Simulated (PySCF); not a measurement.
# C5H9B: a tour of settings, part 2 of 2

PySCF 2.14.0. Atoms count from 0. The steps go on from the part before.

## 5. NMR shieldings: BHandHLYP/IGLO-II

What the job is given:

```
{"job": {"kind": "nmr", "xc": "BHandHLYP", "basis": "IGLO-II", "pop": false}, "charge": 0, "multiplicity": 1}
C      2.298407    -0.073474    -0.859296
C      1.423434    -0.326056     0.077178
C      0.973604    -1.138703     1.187658
C      0.149286     0.079753     0.724996
B     -1.167337    -0.109061    -0.056633
C     -2.283782     0.999421    -0.058081
H      3.178511    -0.684359    -0.984594
H      2.182839     0.755242    -1.538784
H      1.486981    -1.064444     2.136284
H      0.570396    -2.120670     0.984870
H      0.246091     0.950424     1.368911
H     -1.324457    -1.086958    -0.686921
H     -2.367165     1.429378    -1.056843
H     -3.263944     0.578781     0.162212
H     -2.107277     1.818716     0.634683
```

Method: GIAO BHandHLYP/IGLO-II NMR shielding, non-relativistic, gas phase.

The log of the run:

```text
coarse grid: 12096 points
cycle   1  E = -220.6109305361  dE =  9.247e-01  |g| = 3.507e-01  |ddm| = 2.891e+00
cycle   2  E = -220.6358369910  dE = -2.491e-02  |g| = 2.177e-01  |ddm| = 4.714e-01
cycle   3  E = -220.6472621704  dE = -1.143e-02  |g| = 4.368e-02  |ddm| = 1.839e-01
cycle   4  E = -220.6477208084  dE = -4.586e-04  |g| = 1.816e-02  |ddm| = 4.956e-02
cycle   5  E = -220.6478000215  dE = -7.921e-05  |g| = 3.568e-03  |ddm| = 1.637e-02
cycle   6  E = -220.6478033426  dE = -3.321e-06  |g| = 1.408e-03  |ddm| = 3.518e-03
final grid: 115600 points
cycle   7  E = -220.6424631946  dE = -2.412e-05  |g| = 3.650e-03  |ddm| = 1.674e-02
cycle   8  E = -220.6424638615  dE = -6.669e-07  |g| = 3.369e-03  |ddm| = 5.099e-03
cycle   9  E = -220.6424665455  dE = -2.684e-06  |g| = 4.728e-04  |ddm| = 2.388e-03
cycle  10  E = -220.6424665924  dE = -4.687e-08  |g| = 1.938e-04  |ddm| = 4.352e-04
cycle  11  E = -220.6424666019  dE = -9.483e-09  |g| = 1.900e-05  |ddm| = 1.711e-04
cycle  12  E = -220.6424666020  dE = -1.268e-10  |g| = 1.002e-05  |ddm| = 2.955e-05
converged SCF energy = -220.6424666020

GIAO shielding tensors (ppm)
atom      isotropic    diamagn.    paramagn.     s11        s22        s33       span
  0 C       82.333     253.802    -171.468    -19.694     96.630    170.063    189.758
  1 C       45.300     256.316    -211.016    -46.485     -4.022    186.407    232.891
  2 C      175.333     253.198     -77.865    150.856    171.189    203.953     53.096
  3 C      166.890     249.544     -82.654    123.632    159.013    218.026     94.395
  4 B       24.241     191.270    -167.030    -50.142      4.381    118.483    168.625
  5 C      175.668     244.317     -68.650    153.211    184.802    188.991     35.780
  6 H       26.780      29.935      -3.155     24.583     24.885     30.871      6.288
  7 H       26.941      32.995      -6.053     24.748     24.820     31.256      6.508
  8 H       30.687      30.769      -0.082     25.853     27.163     39.044     13.191
  9 H       30.798      31.768      -0.970     25.858     27.648     38.888     13.030
 10 H       30.690      32.474      -1.784     25.413     28.934     37.724     12.311
 11 H       25.772      32.224      -6.452     20.111     27.722     29.482      9.371
 12 H       31.642      29.820       1.822     28.379     29.266     37.282      8.902
 13 H       31.351      29.230       2.122     27.989     28.949     37.115      9.126
 14 H       31.121      30.968       0.153     27.809     30.833     34.722      6.913
```

It took 15 s on 1 thread of Intel Xeon Platinum 8488C, shared host; peak memory 0.78 GiB.

Key values: δ C1 143.7, C0 106.7, C3 22.1, C2 13.7, H11 6.56, H6 5.55 ppm.

## 6. NMR shieldings: X3LYP/6-311G**

Same as in step 5 but for these lines:

```diff
@@ -1,2 +1,2 @@
-{"job": {"kind": "nmr", "xc": "BHandHLYP", "basis": "IGLO-II", "pop": false}, "charge": 0, "multiplicity": 1}
+{"job": {"kind": "nmr", "xc": "X3LYP", "basis": "6-311G**", "pop": false, "scf": {"damp": 0.1}}, "charge": 0, "multiplicity": 1}
 C      2.298407    -0.073474    -0.859296
```

With the program's defaults for keys left out, this is: GIAO X3LYP/6-311G** NMR shielding, non-relativistic, gas phase.

The log of the run:

```text
damping 0.10 in the first 6 cycles
final grid: 115600 points
cycle   1  E = -220.6106002914  dE =  6.752e-01  |g| = 4.748e-01  |ddm| = 2.959e+00
cycle   2  E = -220.6265483766  dE = -1.595e-02  |g| = 4.196e-01  |ddm| = 7.380e-01
cycle   3  E = -220.6335552934  dE = -7.007e-03  |g| = 3.979e-01  |ddm| = 6.360e-01
cycle   4  E = -220.6379354538  dE = -4.380e-03  |g| = 3.667e-01  |ddm| = 5.897e-01
cycle   5  E = -220.6406565216  dE = -2.721e-03  |g| = 3.622e-01  |ddm| = 5.690e-01
cycle   6  E = -220.6262179588  dE =  1.444e-02  |g| = 4.245e-01  |ddm| = 6.263e-01
cycle   7  E = -220.6015488604  dE =  2.467e-02  |g| = 5.430e-01  |ddm| = 7.628e-01
cycle   8  E = -220.6723671326  dE = -7.082e-02  |g| = 4.239e-02  |ddm| = 4.085e-01
cycle   9  E = -220.6727935670  dE = -4.264e-04  |g| = 1.217e-02  |ddm| = 3.751e-02
cycle  10  E = -220.6728239143  dE = -3.035e-05  |g| = 5.463e-03  |ddm| = 1.008e-02
cycle  11  E = -220.6728309948  dE = -7.081e-06  |g| = 4.742e-04  |ddm| = 4.079e-03
cycle  12  E = -220.6728310511  dE = -5.623e-08  |g| = 1.908e-04  |ddm| = 7.692e-04
cycle  13  E = -220.6728310610  dE = -9.967e-09  |g| = 3.792e-05  |ddm| = 1.930e-04
cycle  14  E = -220.6728310613  dE = -3.212e-10  |g| = 1.288e-05  |ddm| = 4.174e-05
converged SCF energy = -220.6728310613

GIAO shielding tensors (ppm)
atom      isotropic    diamagn.    paramagn.     s11        s22        s33       span
  0 C       80.257     253.835    -173.578    -17.151     93.435    164.486    181.637
  1 C       41.046     257.264    -216.217    -45.141     -7.947    176.227    221.369
  2 C      168.992     251.929     -82.937    145.988    165.911    195.077     49.089
  3 C      158.048     248.162     -90.113    113.447    152.083    208.615     95.168
  4 B       18.938     192.399    -173.461    -59.253      0.777    115.289    174.543
  5 C      171.350     245.369     -74.018    147.229    181.134    185.689     38.460
  6 H       26.567      29.689      -3.122     24.475     24.860     30.367      5.892
  7 H       26.735      32.642      -5.908     24.617     24.805     30.782      6.165
  8 H       30.437      30.391       0.046     25.844     27.236     38.230     12.386
  9 H       30.534      31.501      -0.968     25.850     27.732     38.019     12.169
 10 H       30.344      32.249      -1.906     25.538     28.918     36.575     11.037
 11 H       25.364      32.238      -6.875     19.197     27.821     29.074      9.877
 12 H       31.444      29.548       1.896     28.363     29.303     36.665      8.301
 13 H       31.160      28.967       2.193     27.972     29.034     36.473      8.501
 14 H       30.982      30.662       0.320     28.050     30.857     34.040      5.990
```

Wall time 17 s (1 thread of Intel Xeon Platinum 8488C, shared host); peak memory 0.75 GiB.

This run: δ C1 144.9, C0 105.7, C3 27.9, C2 16.9, H11 6.87, H6 5.66 ppm.

## 7. Run by run: electronic excitations

Excitations and ground-state properties, with basis size and wall time:

```
             run  lowest singlet (eV)  brightest (eV)      f  gap (eV)  α (Å³)  μ (D)  functions  time
   BP86/pcSseg-1                 4.76            5.37  0.017      4.62   10.40   0.52        147  19 s
revPBE/6-31++G**                 4.73            4.73  0.016      4.59   11.32   0.59        162  26 s
```

## 8. Side by side: NMR shifts

Shifts (ppm) of some atoms, chosen among heavy atoms and hydrogens apart, with basis size and wall time:

```
              run     C1     C0    C3    C2    C5   H11   H10  functions  time
     KT2/6-311G**  133.2   98.7  29.4  18.5  14.8  6.93  2.10        162  30 s
BHandHLYP/IGLO-II  143.7  106.7  22.1  13.7  13.3  6.56  1.64        186  15 s
   X3LYP/6-311G**  144.9  105.7  27.9  16.9  14.6  6.87  1.89        162  17 s
```

## 9. What came out

The summary covers parts 1 to 2.

| quantity | value |
| --- | --- |
| lowest singlet (BP86/pcSseg-1) | 4.76 eV (260 nm), f = 0.015 |
| brightest single state of those computed | state 2, 5.37 eV, f = 0.017 |
| lowest triplet | 4.33 eV |
| potential on the surface of density 0.002 e/bohr³, 1st and 99th percentile | -0.66 V and 0.78 V |
| ¹³C shifts against TMS (KT2/6-311G**) | 133.2, 98.7, 29.4, 18.5, 14.8 ppm |
| ¹H shifts against TMS (KT2/6-311G**, means over atoms taken as alike) | 6.93, 5.64, 5.46, 2.10, 1.96, 1.81, 1.04 ppm |
| shieldings of B (KT2/6-311G**) | B4 31.5 ppm |
| range of the lowest singlet | 4.73 to 4.76 eV |
| range of the shift of C1 | 133.2 to 144.9 ppm |

In words: Single values in the summary come from the first sound run of each kind (BP86/pcSseg-1; KT2/6-311G**), which need not be the best level. The first singlet state (HOMO→LUMO 0.93) lies at 4.76 eV and is weak; of the 3 states computed, the strongest absorption comes from state 2 at 5.37 eV. The lowest triplet lies 0.43 eV below the lowest singlet. At BP86/pcSseg-1, counted by nearest atom on the grid, the HOMO lies on C0, C1 about 35 % each, the LUMO on B4 51 %; H11 11 %. At KT2/6-311G**: The widest tensor belongs to C1: span 194 ppm, with a paramagnetic part of -202 ppm. The lowest singlet runs from 4.73 eV (revPBE/6-31++G**) to 4.76 eV (BP86/pcSseg-1), while the orbital gap spans 4.59 to 4.62 eV. The lowest state need not be the same one in every run. The runs solved for a few states only, so the brightest column depends on that window. Among the atoms with a shift in every run: Across the 3 runs the shift of C1 moves most, between 133.2 (KT2/6-311G**) and 144.9 ppm (X3LYP/6-311G**).
